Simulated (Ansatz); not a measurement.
**WH+ (triplet): from Hartree-Fock to the top rungs, def2-TZVPP**

One table from this session's results is given with a row withheld; the runs are named, their logs left out.

Program: Ansatz 0.2.0, Gaussian basis. Level of theory: def2-TZVPP, core rule «outside noble gas», up to 4 orbitals frozen. These are calculated values, not measurements.

The runs, in order: UHF; ROHF; CCSD(T) on UHF.

2 further runs of the same task are left out: 2 set aside as unsound or not needed.

## What is computed

The geometry is a PBE0/def2-TZVP stationary point (not a proven minimum) of the parent state, kept for this charge and spin. No spin-orbit coupling is included. Elements past krypton take def2 core potentials.

2 atoms, charge 1, spin multiplicity 3.

Atoms are counted from 1 here; the program's logs count them from 0.

Bond lengths: W1–H2 1.684 Å.

Set-up of the first run:

The input, in.yaml:

```yaml
crystal:
  periodic: [false, false, false]
  atoms:
    - {symbol: W, position_ang: [0.000000, 0.000000, 0.000000]}
    - {symbol: H, position_ang: [0.000000, 0.000000, 1.684351]}
basis:
  gaussian: {orbitals: def2-TZVPP}
total_charge: 1
magnetization: {spin_polarized: true, initial_magnetization: 2}
hamiltonian: {xc: hf}
output: {orbitals: {seedname: orbitals}}
```

Command:

```sh
$ ansatz run in.yaml --threads 1 --pin off --events-out ev --progress --plain --max-ram 2816MiB --backend cpu
```

Steps of the session up to this table: UHF; ROHF; CCSD(T) on UHF.

One of the session's tables, all rows but one given; the rest of the session is left out.

```
  method  from UCCSD(T) (kcal/mol)
    ROHF                   +107.43
    UMP2                         ?
   UCCSD                     +9.97
UCCSD(T)                         0
```

**Question.** Estimate the row for UMP2.

The run gave: from UCCSD(T) (kcal/mol): +30.49. In the column «from UCCSD(T) (kcal/mol)» it lies between UCCSD (+9.97) and ROHF (+107.43).

Left out of the table: UHF (another determinant or state than the rows shown).

The program flags UCCSD(T) as in doubt (see the logs), so the zero of the table is itself unsure.

To keep in mind: The determinant is far from a pure spin state, so its energy mixes those of several spin states (harmless only where they are near-degenerate, as at dissociation). The program flags UCCSD(T) as in doubt, so the zero of the table is itself unsure. Warnings: spin contamination; coupled cluster took another determinant than the lowest.
